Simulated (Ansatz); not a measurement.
# C2H2N2Sn: a ladder of functionals and wavefunction methods

How much do the methods differ for C2H2N2Sn? The plan is to run it at one geometry with functionals of several rungs and with coupled cluster. The yardstick is the atomisation energy at the CCSD(T) limit.

Method: functionals in def2-TZVPP, the program's frozen cores in correlated methods; program: Ansatz 0.2.0, Gaussian basis.

Levels to be run: LDA (SPW92), PBE-D4, revPBE-D4, BLYP-D4, r2SCAN-D4, B97M-V, PBE0-D4, B3LYP-D4, r2SCANh-D4, r2SCAN0-D4, HSE06-D4, BHLYP-D4, CAM-B3LYP-D4, LC-ωPBE, ωB97X-V, ωB97M-V, B2PLYP, PBE-QIDH; CCSD(T)/def2-SVP; CCSD(T)/def2-TZVPP; MP2/def2-QZVPP; extrapolation to the limit; RPA on PBE.

## (1) The geometry

The geometry comes from an earlier relaxation with PBE0-D4 in a triple-zeta def2 set; it is a stationary point, not always the lowest conformer. Sn takes the def2 core potential; no spin-orbit term is included.

SMILES `N#[C][SnH2][C]#N`, 7 atoms, charge 0, spin multiplicity 1.

Atoms are counted from 1 here; the program's logs count them from 0.

Bond lengths: N1–C2 1.152 Å, C2–Sn3 2.099 Å, Sn3–C4 2.099 Å, Sn3–H6 1.688 Å, Sn3–H7 1.688 Å, C4–N5 1.152 Å. Angles: N1–C2–Sn3 178.2°, C2–Sn3–C4 104.7°, C2–Sn3–H6 108.7°, C2–Sn3–H7 108.6°, C4–Sn3–H6 108.6°, C4–Sn3–H7 108.6°, H6–Sn3–H7 116.9°, Sn3–C4–N5 178.1°.

## (2) LDA

This LDA is Slater exchange with PW92 correlation.

in.yaml

```yaml
crystal:
  periodic: [false, false, false]
  atoms:
    - {symbol: N, position_ang: [1.155110, 2.513501, -0.842738]}
    - {symbol: C, position_ang: [0.595940, 1.521470, -0.671131]}
    - {symbol: Sn, position_ang: [-0.453198, -0.278118, -0.416244]}
    - {symbol: C, position_ang: [0.257184, -1.054390, 1.399500]}
    - {symbol: N, position_ang: [0.623604, -1.509724, 2.391797]}
    - {symbol: H, position_ang: [-2.095199, 0.073649, -0.246772]}
    - {symbol: H, position_ang: [-0.022241, -1.334388, -1.660110]}
basis:
  gaussian: {orbitals: def2-TZVPP}
hamiltonian: {xc: lda}
output: {orbitals: {seedname: orbitals}}
```

Further steps of the session: PBE-D4 (GGA); revPBE-D4 (GGA); BLYP-D4 (GGA); r2SCAN-D4 (meta-GGA); B97M-V (meta-GGA); PBE0-D4 (hybrid); B3LYP-D4 (hybrid); r2SCANh-D4 (hybrid); r2SCAN0-D4 (hybrid); HSE06-D4 (hybrid); BHLYP-D4 (hybrid); CAM-B3LYP-D4 (range-separated); LC-ωPBE-D4 (range-separated); ωB97X-V (range-separated); ωB97M-V (range-separated); B2PLYP (double hybrid); PBE-QIDH (double hybrid); CCSD(T) in def2-SVP; CCSD(T) in def2-TZVPP; MP2 in def2-QZVPP; RPA on PBE orbitals.

Before running them: what should the planned runs give, taken together? Wanted: atomisation energy, CCSD(T)/CBS; farthest beyond LDA; mean size of error, GGA; mean size of error, meta-GGA; mean size of error, hybrid; mean size of error, range-separated; mean size of error, double hybrid; gap, smallest and largest; T1 diagnostic.

**Answer**, as computed:

| quantity | value |
| --- | --- |
| atomisation energy, CCSD(T)/CBS | 2800.5 kJ/mol |
| functionals within 28.0 kJ/mol (1.0 %) | revPBE-D4, B97M-V, PBE0-D4, B3LYP-D4, HSE06-D4, CAM-B3LYP-D4, LC-ωPBE, ωB97X-V, ωB97M-V, B2PLYP |
| farthest beyond LDA | BHLYP-D4 (-169.9 kJ/mol) |
| mean size of error, GGA | 53.4 kJ/mol |
| mean size of error, meta-GGA | 22.5 kJ/mol |
| mean size of error, hybrid | 72.3 kJ/mol |
| mean size of error, range-separated | 9.7 kJ/mol |
| mean size of error, double hybrid | 36.1 kJ/mol |
| gap, smallest and largest | 6.44 eV (LDA (SPW92)), 13.73 eV (LC-ωPBE) |
| T1 diagnostic | 0.0147 |
| triples share of the correlation energy | 4.5 % |

What this shows: The LDA atomisation energy is off by 459.0 kJ/mol (16 %): it overbinds. PBE-D4 misses by +108.6 kJ/mol. Double hybrids carry the basis error of their MP2 part in triple zeta, and no dispersion term here, so their miss is partly the set-up's. The rungs range-separated, meta-GGA miss on average by less than the doubt on the reference (28.0 kJ/mol), so they tie. Misses under about 28.0 kJ/mol are within the doubt on the reference itself, which lacks core-valence correlation, spin-orbit coupling and higher excitations, and its outer-core shells are covered unevenly. All levels share the lack of spin-orbit coupling, which lowers the free heavy atoms and so the true binding. Hartree-Fock recovers 62 % of the binding; the rest is correlation. CCSD(T) in def2-SVP is off by -196.6 kJ/mol, more than most functionals: a good method in a small basis is no reference. The gap grows from 6.4 to 13.7 eV across the functionals, mostly with the share of exact exchange. Correlated methods include outer-core shells of Sn, which these sets cover unevenly.
